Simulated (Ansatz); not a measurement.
# PtSe₂, space group P-3m1: an equation of state with a fit

With Ansatz's Python interface.

Interactive session:
```pycon
>>> import ansatz as az
>>> from ase.eos import EquationOfState
>>> from ase.units import GPa
>>> import numpy as np
>>> vectors0 = np.array([
...     [3.724, 0.0, 0.0],
...     [-1.862, 3.225079, 0.0],
...     [0.0, 0.0, 5.062],
... ])
>>> sites = [
...     ("Pt", (0.0, 0.0, 0.0)),
...     ("Se", (1 / 3, 2 / 3, 0.25)),
...     ("Se", (2 / 3, 1 / 3, 0.75)),
... ]
>>> def crystal_on(cell):
...     crystal = az.Crystal(lattice=az.Lattice.of(cell))
...     for symbol, position in sites:
...         crystal = crystal.atom(symbol, position)
...     return crystal
...
>>> # scale the volume, keep shape and fractions
>>> volumes, energies = [], []
>>> for scale in np.linspace(0.88, 1.12, 7):
...     cell = vectors0 * scale ** (1 / 3)
...     calculation = crystal_on(cell).calculation()
...     calculation = calculation.functional("pbesol")
...     calculation = calculation.pseudopotentials("paw")
...     calculation = calculation.occupations(az.OccupationsMethod.COLD)
...     calculation = calculation.scf(tolerance=1e-09).basis(500)
...     calculation = calculation.kpoints(9, 9, 6)
...     rep = calculation.run().report
...     volumes.append(abs(np.linalg.det(cell)) / len(sites))
...     energies.append(rep["free_energy_ev"] / len(sites))
...     print(f"V = {volumes[-1]:8.4f} A^3/atom  F = {energies[-1]:.5f} eV/atom")
...
V =  17.8334 A^3/atom  F = -7744.29261 eV/atom
V =  18.6440 A^3/atom  F = -7744.39777 eV/atom
V =  19.4546 A^3/atom  F = -7744.45866 eV/atom
V =  20.2652 A^3/atom  F = -7744.48441 eV/atom
V =  21.0758 A^3/atom  F = -7744.48227 eV/atom
V =  21.8864 A^3/atom  F = -7744.45801 eV/atom
V =  22.6970 A^3/atom  F = -7744.41625 eV/atom
>>> eos = EquationOfState(volumes, energies, eos="sj")
>>> v0, e0, bulk = eos.fit()
>>> print(f"V0 = {v0:.4f} A^3/atom, E0 = {e0:.5f} eV/atom, B = {bulk / GPa:.1f} GPa")
V0 = 20.5930 A^3/atom, E0 = -7744.48656 eV/atom, B = 127.1 GPa
>>> eos.plot("eos.png")
<Axes: title={'center': 'sj: E: -7744.487 eV, V: 20.593 Å$^3$, B: 127.081 GPa'}, xlabel='volume [Å$^3$]', ylabel='energy [eV]'>
```

A third-order Birch-Murnaghan fit through the 7 points has its minimum at 20.59 Å³ an atom, 1.6 % above the typed cell, with a bulk modulus of 127 GPa and dB/dP = 4.8. From that minimum the energy rises by 193.9 meV an atom on the compressed side and 70.3 meV on the expanded side.

Notes:
- Absolute energies stand on the zero of these potentials, so only differences at equal settings mean something.
- Spin is left out of this run.
- Shape and fractional positions are held along the curve, so the bulk modulus is an upper value where they are free to relax, by a factor of two or more in layered or hydrogen-bonded cells.
- Of the deposited cell: the entry's cell lengths or inner coordinates differ somewhat from later room-temperature determinations.
- Spin-orbit coupling, which matters for elements this heavy, is left out.
- The starting cell is as deposited in a crystallographic database; the results hold for this polymorph, which needn't be the stable one.
- Hardware and time: 44 s on 1 thread of Arm Neoverse V1, with other jobs on the host, peak memory 0.49 GiB.
